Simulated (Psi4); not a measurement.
**BHCl2O (BCl2(OH)), run twice**

Aim: the energy of BHCl2O (BCl2(OH)) at CEPA(0)/6-31G** (sfX2C, Cartesian functions).

The results are computed with Psi4 1.11.

1 further run of the same task is left out (set aside as unsound or not needed).

## 1. The structure to begin with

BHCl2O has 5 atoms, charge 0, and is taken as a singlet. SMILES: `OB(Cl)Cl`. The shape is that of a GFN2-xTB optimisation.

Bond lengths: B1–Cl2 1.721 Å, B1–Cl3 1.751 Å, B1–O4 1.328 Å, O4–H5 0.959 Å. Angles: Cl2–B1–Cl3 119.9°, Cl2–B1–O4 118.3°, Cl3–B1–O4 121.8°, B1–O4–H5 120.0°.

## 2. The input as first written

Contents of bcl2ho.py:

```python
import psi4

psi4.set_memory('1600 MB')
psi4.set_num_threads(1)
psi4.set_output_file('psi4.out', False)

m = psi4.geometry("""
0 1
B      0.253430     0.187710    -0.066050
Cl     1.947600     0.314550    -0.337800
Cl    -0.751960     1.619070    -0.143170
O     -0.253500    -1.010790     0.197520
H     -1.195570    -1.110540     0.349500
""")

psi4.set_options({
    'scf_type': 'direct',
    'freeze_core': True,
    'ints_tolerance': 0.0001,
    'maxiter': 50,
    'relativistic': 'x2c',
})

result, w = psi4.energy('cepa(0)/6-31G**', return_wfn=True)
print(f'total energy {result:.8f} hartree = {result * 27.211386:.5f} eV')
```

Launch:

```
python bcl2ho.py
```

psi4.out:

```text
[...]
  Running in c1 symmetry.
[...]
  Nuclear repulsion =  184.271365416710836
[...]
  Multiplicity = 1
[...]
  Nalpha       = 24
  Nbeta        = 24
[...]
    Number of basis functions: 73
[...]
    WARNING: The X2C and Dirac Hamiltonians have substatially different eigenvalues!
             This is probably caused by the recontraction of the basis set.
[...]
   @DF-RHF iter   1: -1021.71381592203272   -3.35686e-01   5.69379e-03 DIIS/ADIIS
[...]
   @RHF iter  19: -1021.79072016524242   -9.09495e-13   5.48453e-09 DIIS
[...]
    Orbital Energies [Eh]
    ---------------------
    Doubly Occupied:
       1A   -105.228554     2A   -105.222397     3A    -20.637075
       4A    -10.641927     5A    -10.636192     6A     -8.053235
       7A     -8.050818     8A     -8.050538     9A     -8.047597
      10A     -8.045087    11A     -8.044679    12A     -7.740387
      13A     -1.418884    14A     -1.150051    15A     -1.112943
      16A     -0.810122    17A     -0.670647    18A     -0.634116
      19A     -0.600117    20A     -0.538162    21A     -0.494474
      22A     -0.494063    23A     -0.470582    24A     -0.455075
[...]
  @RHF Final Energy: -1021.79072016524242
   => Energetics <=
    Nuclear Repulsion Energy =            184.2713654167108359
    One-Electron Energy =               -1777.6287247606749133
    Two-Electron Energy =                 571.5666391787217435
    Total Energy =                      -1021.7907201652424192
[...]
 Multipole Moments:
 ------------------------------------------------------------------------------------
     Multipole            Electronic (a.u.)      Nuclear  (a.u.)        Total (a.u.)
 ------------------------------------------------------------------------------------
 L = 1.  Multiply by 2.5417464519 to convert [e a0] to [Debye]
 Dipole X            :          0.9321816           -1.7183203           -0.7861386
 Dipole Y            :          1.6606793           -2.0095906           -0.3489113
 Dipole Z            :         -0.3982637            0.5679158            0.1696522
 Magnitude           :                                                    0.8766612
[...]
      * SCS-MP2 total energy:                -1022.295137200900
[...]
      * MP2 total energy:                    -1022.314236961036
[...]
```

The script printed:

```text
total energy -1022.35856016 hartree = -27819.79341 eV
```

Run time: 6.9 s. Hardware: 1 thread of Intel Xeon Platinum 8488C (Sapphire Rapids), shared host; peak memory 0.38 GiB.

## 3. What went wrong

The program ended normally, but the settings are unsound, so its numbers aren't properties of the molecule.

The cause is that the screening of the two-electron integrals is far too loose. Among its listed settings the sound run differs in this, and the input shows the rest: integrals pk in place of direct.

## 4. Try two

Contents of bcl2ho.py:

```python
import psi4

psi4.set_memory('1600 MB')
psi4.set_num_threads(1)
psi4.core.set_output_file('psi4.out', False)

geom = psi4.geometry("""
0 1
B      0.253430     0.187710    -0.066050
Cl     1.947600     0.314550    -0.337800
Cl    -0.751960     1.619070    -0.143170
O     -0.253500    -1.010790     0.197520
H     -1.195570    -1.110540     0.349500
""")

psi4.set_options({
    'scf_type': 'pk',
    'freeze_core': True,
    'relativistic': 'x2c',
})

result, w = psi4.energy('cepa(0)/6-31G**', molecule=geom, return_wfn=True)
print('E =', round(result, 9))
```

Launch:

```
python bcl2ho.py
```

psi4.out:

```text
[...]
  Running in c1 symmetry.
[...]
  Nuclear repulsion =  184.271365416710836
[...]
  Multiplicity = 1
[...]
  Nalpha       = 24
  Nbeta        = 24
[...]
    Number of basis functions: 73
[...]
    WARNING: The X2C and Dirac Hamiltonians have substatially different eigenvalues!
             This is probably caused by the recontraction of the basis set.
[...]
   @RHF iter   1: -1021.71390505972965   -3.35562e-01   5.69435e-03 ADIIS/DIIS
[...]
   @RHF iter  11: -1021.79061771680063   -6.13909e-12   8.07126e-09 DIIS
[...]
    Orbital Energies [Eh]
    ---------------------
    Doubly Occupied:
       1A   -105.228597     2A   -105.222638     3A    -20.637179
       4A    -10.641852     5A    -10.636289     6A     -8.053169
       7A     -8.050763     8A     -8.050480     9A     -8.047715
      10A     -8.045207    11A     -8.044798    12A     -7.740402
      13A     -1.418956    14A     -1.150513    15A     -1.112883
      16A     -0.809982    17A     -0.670615    18A     -0.634241
      19A     -0.600188    20A     -0.538107    21A     -0.494509
      22A     -0.494080    23A     -0.470620    24A     -0.454981
[...]
  @RHF Final Energy: -1021.79061771680063
   => Energetics <=
    Nuclear Repulsion Energy =            184.2713654167108359
    One-Electron Energy =               -1777.6264382749045581
    Two-Electron Energy =                 571.5644551413931822
    Total Energy =                      -1021.7906177168006252
[...]
 Multipole Moments:
 ------------------------------------------------------------------------------------
     Multipole            Electronic (a.u.)      Nuclear  (a.u.)        Total (a.u.)
 ------------------------------------------------------------------------------------
 L = 1.  Multiply by 2.5417464519 to convert [e a0] to [Debye]
 Dipole X            :          0.9343062           -1.7183203           -0.7840141
 Dipole Y            :          1.6600360           -2.0095906           -0.3495546
 Dipole Z            :         -0.3984777            0.5679158            0.1694382
 Magnitude           :                                                    0.8749719
[...]
      * SCS-MP2 total energy:                -1022.291997049572
[...]
      * MP2 total energy:                    -1022.310546973861
[...]
```

The script printed:

```text
E = -1022.354254038
```

Run time: 5.7 s. Hardware: 1 thread of Intel Xeon Platinum 8488C (Sapphire Rapids), shared host; peak memory 0.37 GiB.

## 5. What came out

At CEPA(0)/6-31G** (sfX2C, Cartesian functions):

| quantity | value |
| --- | --- |
| total energy | -1022.35425 Eh |
| HOMO energy (Hartree–Fock orbitals) | -12.38 eV |
| LUMO energy (Hartree–Fock orbitals) | 3.99 eV |
| HOMO–LUMO gap (Hartree–Fock orbitals) | 16.37 eV |
| correlation energy (12 core orbitals frozen) | -563.6 mEh |

What this shows: The first attempt's energy was -0.117 eV off this one.
